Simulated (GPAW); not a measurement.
# One shape, several levels: CH2BCl2 (SMILES [CH2]B(Cl)Cl)

Aim: a comparison of 3 runs (U-optPBE-vdW/real-space grid, UPBE/real-space grid, UPBE/dzp) of CH2BCl2. 

Program for the calculation: GPAW 26.7.0.

3 further runs of the same task are left out: 3 set aside as unsound or not needed.

## Step 1: The structure to begin with

CH2BCl2: 6 atoms, total charge 0, spin state doublet. As SMILES, `[CH2]B(Cl)Cl`. The coordinates come from a GFN2-xTB relaxation.

Bond lengths: C1–B2 1.494 Å, B2–Cl3 1.742 Å, B2–Cl4 1.742 Å, C1–H5 1.077 Å, C1–H6 1.077 Å. Angles: C1–B2–Cl3 121.0°, C1–B2–Cl4 120.9°, Cl3–B2–Cl4 118.0°, B2–C1–H5 122.9°, B2–C1–H6 122.9°, H5–C1–H6 114.2°.

## Step 2: The charge distribution at U-optPBE-vdW/real-space grid (scalar-relativistic datasets) (run 1)

The input, CH2BCl2_sp.py:

```python
from ase.io.zmatrix import parse_zmatrix
from gpaw import GPAW
from gpaw.utilities.adjust_cell import adjust_cell

# Set up the molecule
zmat = """
C
B 1 r2
Cl 2 r3 1 a3
Cl 2 r4 1 a4 3 d4
H 1 r5 2 a5 3 d5
H 1 r6 5 a6 2 d6
"""
values = dict(r2=1.493759, r3=1.741534, a3=121.0393, r4=1.74185, a4=120.94901, d4=-179.99902, r5=1.076914, a5=122.88706, d5=0.06021, r6=1.077355, a6=114.16374, d6=-179.75788)
system = parse_zmatrix(zmat, defs=values)
adjust_cell(system, 4.5, h=0.22)
system.set_initial_magnetic_moments([0.25, 0.25, 0.25, 0.25, 0.0, 0.0])

# GPAW settings
gpaw_calc = GPAW(mode="fd",
                 occupations={"name": "fermi-dirac", "width": 0.0, "fixmagmom": True},
                 symmetry="off",
                 poissonsolver={"name": "fd"},
                 xc={"name": "optPBE-vdW", "backend": "libvdwxc"},
                 maxiter=100,
                 h=0.22,
                 txt="-")
system.calc = gpaw_calc

energy = system.get_potential_energy()
print(f"Energy: {energy:.5f} eV")
forces = system.get_forces()
print("Forces (eV/Ang)")
for symbol, f in zip(system.symbols, forces):
    print(f'{symbol:2} {f[0]:9.4f} {f[1]:9.4f} {f[2]:9.4f}')
print("Moments:", system.get_magnetic_moments().round(3))
```

Run with:

```bash
$ python CH2BCl2_sp.py > CH2BCl2_sp.log
```

Log:

```text
[...]
Number of symmetries: 1
[...]
  Number of IBZ points: 1
[...]
Spin-components: 2 (collinear spins)
Bands:           18
[...]
  Valence electrons: 23.0
[...]
  Grid points: [56 56 44]
  Charge: 0.0  # |e|
[...]
    cutoffs:
[...]
occupation numbers:
  Fixed magnetic moment: 1.000
[...]
xc functional:
  name: vdW-optPBE with libvdwxc
[...]
|iter     |     time |      energy | eigst |  dens |  magmom |
[...]
|iter:   1| 00:00:06 |  -51.878990 | +0.94 |       |  +0.9955|
[...]
|iter:  16| 00:01:06 |  -49.962820c| -7.59c| -5.60c|  +1.0000|
Converged in 16 steps
[...]
Energy contributions relative to reference atoms: (reference = -26831.996799)
Energy contributions:
  Kinetic:          36.314362
  Coulomb:         -37.674774
  Zero:              0.678064
  External:          0.000000
  Xc:              -49.280472
  Entropy:           0.000000
  Spinorbit:         0.000000
  ----------------------------
  Free energy:     -49.962820
  Extrapolated:    -49.962820
dipole moment: (-0.360784, 0.000633, -0.000455)  # |e|*Ang
Total magnetic moment: (0.000000, 0.000000, 1.000000)
Local magnetic moments
|        x |        y |         z |
|----------|----------|-----------|
| 0.000000 | 0.000000 |  0.252418 |  # C    0
| 0.000000 | 0.000000 |  0.016140 |  # B    1
| 0.000000 | 0.000000 |  0.028229 |  # Cl   2
| 0.000000 | 0.000000 |  0.028292 |  # Cl   3
| 0.000000 | 0.000000 | -0.006432 |  # H    4
| 0.000000 | 0.000000 | -0.006442 |  # H    5
Fermi levels: -3.280, -5.924
Eigenvalues  # (at kpt = [0.000, 0.000, 0.000])
| band index |      eig [eV] | occ [0-1] |      eig [eV] | occ [0-1] |
|------------|---------------|-----------|---------------|-----------|
|          0 |       -21.835 |     1.000 |       -21.770 |     1.000 |
|        ... |               |           |               |           |
|          4 |       -11.627 |     1.000 |       -11.458 |     1.000 |
|          5 |       -10.762 |     1.000 |       -10.572 |     1.000 |
|          6 |       -10.015 |     1.000 |        -9.923 |     1.000 |
|          7 |        -9.643 |     1.000 |        -9.409 |     1.000 |
|          8 |        -8.272 |     1.000 |        -8.154 |     1.000 |
|          9 |        -8.153 |     1.000 |        -8.047 |     1.000 |
|         10 |        -7.701 |     1.000 |        -7.674 |     1.000 |
|         11 |        -6.731 |     1.000 |        -5.117 |     0.000 |
|         12 |        -1.444 |     0.000 |        -0.863 |     0.000 |
|         13 |        -0.842 |     0.000 |        -0.787 |     0.000 |
[...]
Gap: 3.673 eV
Transition (v -> c):
[...]
Forces (eV/Ang)
C    -0.3666   -0.0072   -0.0084
B     0.1260   -0.0097    0.0029
Cl    0.3239    0.6576    0.0003
Cl    0.3333   -0.6528   -0.0003
H    -0.1435    0.4893    0.0055
H    -0.1304   -0.4747   -0.0036
Moments: [ 0.252  0.016  0.028  0.028 -0.006 -0.006]
```

It took 67 s on 1 thread of Arm Neoverse V1, shared host; peak memory 0.89 GiB.

## Step 3: Energy and one-electron properties at UPBE/real-space grid (scalar-relativistic datasets) (run 2)

The input, run.py:

```python
import numpy as np
from ase import Atoms
from ase.units import Debye
from gpaw import GPAW

atoms = Atoms(['C', 'B', 'Cl', 'Cl', 'H', 'H'],
    positions=[[ -0.093530,   0.844010,  -0.051280],
               [  0.070010,  -0.637970,   0.039860],
               [  1.103090,  -1.354990,   1.244670],
               [ -0.767720,  -1.700770,  -1.056820],
               [  0.409700,   1.529570,   0.609410],
               [ -0.721560,   1.320150,  -0.785830]])
atoms.center(vacuum=4.5)
atoms.set_initial_magnetic_moments([0.25, 0.25, 0.25, 0.25, 0.0, 0.0])

dft = GPAW(mode='fd',
           h=0.18,
           xc='PBE',
           occupations={'name': 'fermi-dirac', 'width': 0.0, 'fixmagmom': True},
           maxiter=150,
           symmetry='off',
           txt='-')
atoms.calc = dft

energy = atoms.get_potential_energy()
print(f'Energy                  {energy:.5f} eV')
forces = atoms.get_forces()
print('Forces (eV/Ang)')
for symbol, f in zip(atoms.symbols, forces):
    print(f'{symbol:2} {f[0]:9.4f} {f[1]:9.4f} {f[2]:9.4f}')
dipole = atoms.get_dipole_moment() / Debye
print(f'Dipole                  {np.linalg.norm(dipole):.3f} D')
print('Moments:', atoms.get_magnetic_moments().round(3))
```

Run with:

```bash
$ python run.py > run.log
```

Log, shortened:

```text
[...]
Number of symmetries: 1
[...]
  Number of IBZ points: 1
[...]
Spin-components: 2 (collinear spins)
Bands:           18
[...]
  Valence electrons: 23.0
[...]
  Grid points: [60 68 64]
  Charge: 0.0  # |e|
[...]
    cutoffs:
[...]
occupation numbers:
  Fixed magnetic moment: 1.000
[...]
xc functional:
  name: PBE with 2 nearest neighbor stencil
[...]
|iter     |     time |      energy | eigst |  dens |  magmom |
[...]
|iter:   1| 00:00:07 |  -29.642105 | +1.04 |       |  +0.9955|
[...]
|iter:  15| 00:01:12 |  -27.739355c| -7.46c| -5.43c|  +1.0000|
Converged in 15 steps
[...]
Energy contributions relative to reference atoms: (reference = -26831.996799)
Energy contributions:
  Kinetic:          32.379311
  Coulomb:         -33.936998
  Zero:              0.413241
  External:          0.000000
  Xc:              -26.594909
  Entropy:           0.000000
  Spinorbit:         0.000000
  ----------------------------
  Free energy:     -27.739355
  Extrapolated:    -27.739355
dipole moment: (-0.038919, 0.358245, -0.021879)  # |e|*Ang
Total magnetic moment: (0.000000, 0.000000, 1.000000)
Local magnetic moments
|        x |        y |         z |
|----------|----------|-----------|
| 0.000000 | 0.000000 |  0.246706 |  # C    0
| 0.000000 | 0.000000 |  0.015791 |  # B    1
| 0.000000 | 0.000000 |  0.027763 |  # Cl   2
| 0.000000 | 0.000000 |  0.027821 |  # Cl   3
| 0.000000 | 0.000000 | -0.006222 |  # H    4
| 0.000000 | 0.000000 | -0.006222 |  # H    5
Fermi levels: -3.167, -5.812
Eigenvalues  # (at kpt = [0.000, 0.000, 0.000])
[...]
Gap: 3.628 eV
Transition (v -> c):
[...]
Forces (eV/Ang)
C    -0.0279    0.3332   -0.0285
B     0.0130   -0.1839    0.0057
Cl    0.3934   -0.2221    0.4748
Cl   -0.3277   -0.3519   -0.4372
H     0.2837    0.2806    0.3677
H    -0.3252    0.1526   -0.3834
Dipole                  1.734 D
Moments: [ 0.247  0.016  0.028  0.028 -0.006 -0.006]
```

Run time: 73 s. Hardware: 1 thread of Arm Neoverse V1, shared host; peak memory 0.93 GiB.

## Step 4: Energy and one-electron properties at UPBE/dzp (scalar-relativistic datasets) (run 3)

The input, sp.py:

```python
import numpy as np
from ase import Atoms
from ase.units import Debye
from gpaw import GPAW

atoms = Atoms(["C", "B", "Cl", "Cl", "H", "H"],
    positions=[[ -0.093530,   0.844010,  -0.051280],
               [  0.070010,  -0.637970,   0.039860],
               [  1.103090,  -1.354990,   1.244670],
               [ -0.767720,  -1.700770,  -1.056820],
               [  0.409700,   1.529570,   0.609410],
               [ -0.721560,   1.320150,  -0.785830]])
atoms.center(vacuum=4.5)
atoms.set_initial_magnetic_moments([0.25, 0.25, 0.25, 0.25, 0.0, 0.0])

calculator = GPAW(mode="lcao",
                  basis="dzp",
                  symmetry="off",
                  maxiter=150,
                  xc="PBE",
                  occupations={"name": "fermi-dirac", "width": 0.0, "fixmagmom": True},
                  h=0.18,
                  txt="-")
atoms.calc = calculator

energy = atoms.get_potential_energy()
print(f"Energy                  {energy:.5f} eV")
forces = atoms.get_forces()
print("Forces (eV/Ang)")
for symbol, f in zip(atoms.symbols, forces):
    print(f'{symbol:2} {f[0]:9.4f} {f[1]:9.4f} {f[2]:9.4f}')
dipole = atoms.get_dipole_moment() / Debye
print(f"Dipole                  {np.linalg.norm(dipole):.3f} D")
print("Moments:", atoms.get_magnetic_moments().round(3))
```

Run with:

```bash
$ python3 sp.py
```

Log, shortened:

```text
[...]
Number of symmetries: 1
[...]
  Number of IBZ points: 1
[...]
basis functions: 62
Spin-components: 2 (collinear spins)
Bands:           18
[...]
  Valence electrons: 23.0
[...]
  Grid points: [60 68 64]
  Charge: 0.0  # |e|
[...]
    cutoffs:
[...]
occupation numbers:
  Fixed magnetic moment: 1.000
[...]
xc functional:
  name: PBE with 2 nearest neighbor stencil
[...]
|iter     |     time |      energy | eigst |  dens |  magmom |
[...]
|iter:   1| 00:00:11 |  -27.002471 |      c|       |  +0.9990|
[...]
|iter:  10| 00:00:26 |  -26.221323c|      c| -4.41c|  +1.0000|
Converged in 10 steps
[...]
Energy contributions relative to reference atoms: (reference = -26831.996799)
Energy contributions:
  Kinetic:          34.930948
  Coulomb:         -33.984294
  Zero:              0.191973
  External:          0.000000
  Xc:              -27.359950
  Entropy:           0.000000
  Spinorbit:         0.000000
  ----------------------------
  Free energy:     -26.221323
  Extrapolated:    -26.221323
dipole moment: (-0.030332, 0.280560, -0.017068)  # |e|*Ang
Total magnetic moment: (0.000000, 0.000000, 1.000004)
Local magnetic moments
|        x |        y |         z |
|----------|----------|-----------|
| 0.000000 | 0.000000 |  0.259332 |  # C    0
| 0.000000 | 0.000000 |  0.013623 |  # B    1
| 0.000000 | 0.000000 |  0.029298 |  # Cl   2
| 0.000000 | 0.000000 |  0.029366 |  # Cl   3
| 0.000000 | 0.000000 | -0.006178 |  # H    4
| 0.000000 | 0.000000 | -0.006178 |  # H    5
Fermi levels: -2.658, -5.449
Eigenvalues  # (at kpt = [0.000, 0.000, 0.000])
[...]
Gap: 3.919 eV
Transition (v -> c):
[...]
Forces (eV/Ang)
C    -0.0064    0.0453   -0.0038
B     0.0231   -0.2967    0.0057
Cl    0.5841   -0.3259    0.7052
Cl   -0.4871   -0.5262   -0.6503
H     0.5862    0.6821    0.7544
H    -0.6833    0.4247   -0.8093
Dipole                  1.358 D
Moments: [ 0.259  0.014  0.029  0.029 -0.006 -0.006]
```

Run time: 27 s. Hardware: 1 thread of Arm Neoverse V1, shared host; peak memory 0.93 GiB.

## Step 5: Overview of the runs

```csv
run,level,grid spacing,box rule,energy (Eh),dipole moment (D),HOMO energy (eV),LUMO energy (eV),wall time
1,U-optPBE-vdW/real-space grid (scalar-relativistic datasets),0.22,adjust,-987.893795,1.73,-6.73,-5.12,67 s
2,UPBE/real-space grid (scalar-relativistic datasets),0.18,center,-987.077097,1.73,-6.64,-4.98,73 s
3,UPBE/dzp (scalar-relativistic datasets),0.18,center,-987.021311,1.36,-6.28,-4.62,27 s
```

## Step 6: Outcome

| quantity | value |
| --- | --- |
| run 3: energy as printed (from the program's reference atoms) | -26.2213 eV |
| run 3: dipole moment | 1.36 D |
| run 3: HOMO energy (highest over α and β) | -6.28 eV |
| run 3: LUMO energy (lowest over α and β) | -4.62 eV |
| run 3: largest force on an atom | 1.174 eV/Å |

**Reading.** The dipole moment (its size) runs from 1.36 D (UPBE/dzp) to 1.73 D (UPBE/real-space grid). Totals of different functionals can't be ranked against each other. All runs together took 2.8 min, the longest 73 s.
